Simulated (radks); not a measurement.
**Rh²⁺ in [Kr] 4d7: an all-electron calculation**

An exercise on one series of results from a longer session: the logs are not shown, and one member is left open.

Program: radks (a radial shooting solver on a logarithmic mesh, Libxc functionals) version 1. Level of theory: Dirac Kohn-Sham, BLYP, spin-unpolarised, spherical densities, point nucleus; open shells are shared between the two j in proportion to 2j + 1. These are calculated values, not measurements, unless marked.

**Starting point**

```
element       : rhodium (Z = 45)
charge        : +2
electrons     : 43
configuration : [Kr] 4d7
```

The outer shells:

Rh²⁺
```
[Kr] core
4d [↑↓][↑↓][↑ ][↑ ][↑ ]
```

The first run:

The run's settings:

```text
Z 45
configuration [Kr] 4d7 5s0 5p0 4f0 5d0
relativity Dirac
functional b88,lyp
spin unpolarised
j_filling average
nucleus point
c 137.035999084
```

Command:

```sh
> python run_ks.py task.json out
```

This one command runs every case of the session in turn.

One of the session's tables, all rows but one given; the rest of the session is left out.

It belongs to the step «Shells». From the orbitals of this run (lengths in bohr):

```
level      <r>  outermost maximum (interpolated)  90 % within  nodes
1s1/2  0.03262                            0.0212       0.0585      0
2s1/2   0.1416                             0.120        0.219      1
2p1/2   0.1203                            0.0929        0.197      0
2p3/2   0.1252                            0.0970        0.204      0
3s1/2   0.3906                             0.352        0.576      2
3p1/2   0.3831                             0.338        0.578      1
3p3/2   0.3939                             0.348        0.594      1
3d3/2   0.3684                             0.290        0.586      0
3d5/2   0.3719                             0.292        0.590      0
4s1/2   0.9768                             0.880         1.42      3
4p1/2    1.054                             0.926         1.56      2
4p3/2    1.084                             0.950         1.60      2
4d3/2    1.441                              1.12         2.28      1
4d5/2    1.457                              1.13         2.31      1
5s1/2        ?                                 ?            ?      ?
5p1/2    3.172                              2.78         4.62      3
5p3/2    3.246                              2.86         4.72      3
```

Q: Estimate the row for 5s1/2 from the others.

**Answer.** <r>: 2.676; outermost maximum (interpolated): 2.36; 90 % within: 3.88; nodes: 4. In the column «<r>» it lies between 4d5/2 (1.457) and 5p1/2 (3.172).

To keep in mind: Spin polarisation and multiplet splitting are left out.
